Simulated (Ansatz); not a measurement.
# Si₄Ge₂H₁₂: how energies converge with the basis set

One table from this session's results is given with a row withheld; the runs are named, their logs left out.

Program: Ansatz 0.2.0, Gaussian basis. Level of theory: one geometry, several basis sets. These are calculated values, not measurements.

The runs, in order: PBE0-D4/def2-SVP; ωB97M-V/def2-SVP; PBE0-D4/def2-QZVPP; ωB97M-V/def2-QZVPP; the functionals' def2-TZVPP values are taken from earlier runs.

**The geometry**

All runs share one geometry, relaxed beforehand with PBE0-D4 in a triple-zeta def2 set.

SMILES `[SiH2]1[SiH2][GeH2][SiH2][GeH2][SiH2]1`, 18 atoms, charge 0, spin multiplicity 1.

Atoms are counted from 1 here; the program's logs count them from 0.

Bond lengths: Si1–Si2 2.343 Å, Si1–Si6 2.337 Å, Si1–H7 1.491 Å, Si1–H8 1.490 Å, Si2–Ge3 2.389 Å, Si2–H9 1.489 Å, Si2–H10 1.490 Å, Ge3–Si4 2.379 Å, Ge3–H11 1.540 Å, Ge3–H12 1.542 Å, Si4–Ge5 2.386 Å, Si4–H13 1.489 Å, Si4–H14 1.489 Å, Ge5–Si6 2.388 Å, Ge5–H15 1.541 Å, Ge5–H16 1.541 Å, Si6–H17 1.490 Å, Si6–H18 1.489 Å. Angles: Si2–Si1–Si6 108.3°, Si2–Si1–H7 108.8°, Si2–Si1–H8 110.7°, Si6–Si1–H7 108.3°, Si6–Si1–H8 112.4°, H7–Si1–H8 108.2°, Si1–Si2–Ge3 110.2°, Si1–Si2–H9 109.4°, Si1–Si2–H10 110.1°, Ge3–Si2–H9 109.5°, Ge3–Si2–H10 109.3°, H9–Si2–H10 108.3°, Si2–Ge3–Si4 108.8°, Si2–Ge3–H11 110.6°, Si2–Ge3–H12 108.9°, Si4–Ge3–H11 112.2°, Si4–Ge3–H12 108.4°, H11–Ge3–H12 107.8° and more.

Set-up of the first run:

Contents of in.yaml:

```yaml
crystal:
  periodic: [false, false, false]
  atoms:
    - {symbol: Si, position_ang: [0.468475, 2.093154, 0.247854]}
    - {symbol: Si, position_ang: [2.197665, 0.543084, 0.555704]}
    - {symbol: Ge, position_ang: [1.411115, -1.669694, 0.115416]}
    - {symbol: Si, position_ang: [-0.328020, -1.559146, -1.504392]}
    - {symbol: Ge, position_ang: [-2.220771, -0.524365, -0.485268]}
    - {symbol: Si, position_ang: [-1.511206, 1.153102, 1.059658]}
    - {symbol: H, position_ang: [0.303315, 2.345141, -1.212461]}
    - {symbol: H, position_ang: [0.796417, 3.387069, 0.909627]}
    - {symbol: H, position_ang: [2.690714, 0.625377, 1.958817]}
    - {symbol: H, position_ang: [3.332631, 0.852752, -0.358024]}
    - {symbol: H, position_ang: [2.570650, -2.577377, -0.336019]}
    - {symbol: H, position_ang: [0.829314, -2.259895, 1.415617]}
    - {symbol: H, position_ang: [0.132515, -0.712490, -2.639970]}
    - {symbol: H, position_ang: [-0.682750, -2.903216, -2.036766]}
    - {symbol: H, position_ang: [-3.112774, 0.117121, -1.565587]}
    - {symbol: H, position_ang: [-3.058732, -1.589263, 0.248044]}
    - {symbol: H, position_ang: [-1.235662, 0.509793, 2.375229]}
    - {symbol: H, position_ang: [-2.582898, 2.168844, 1.252543]}
basis:
  gaussian: {orbitals: def2-SVP}
hamiltonian: {xc: pbe0, dispersion: d4}
output: {orbitals: {seedname: orbitals}}
```

Steps of the session up to this table: PBE0-D4 in def2-SVP; ωB97M-V in def2-SVP; PBE0-D4 in def2-QZVPP; ωB97M-V in def2-QZVPP.

One of the session's tables, all rows but one given; the rest of the session is left out.

It belongs to the step «Functionals by basis». 

| functional | basis | HOMO (eV) |
| --- | --- | --- |
| PBE0-D4 | def2-SVP | ? |
| PBE0-D4 | def2-TZVPP | -7.62 |
| PBE0-D4 | def2-QZVPP | -7.62 |
| ωB97M-V | def2-SVP | -9.56 |
| ωB97M-V | def2-TZVPP | -9.55 |
| ωB97M-V | def2-QZVPP | -9.55 |

**Question.** Estimate the row for PBE0-D4, def2-SVP.

**Answer.** HOMO (eV): -7.67. In the column «HOMO (eV)» it lies between ωB97M-V, def2-QZVPP (-9.55) and PBE0-D4, def2-TZVPP (-7.62).
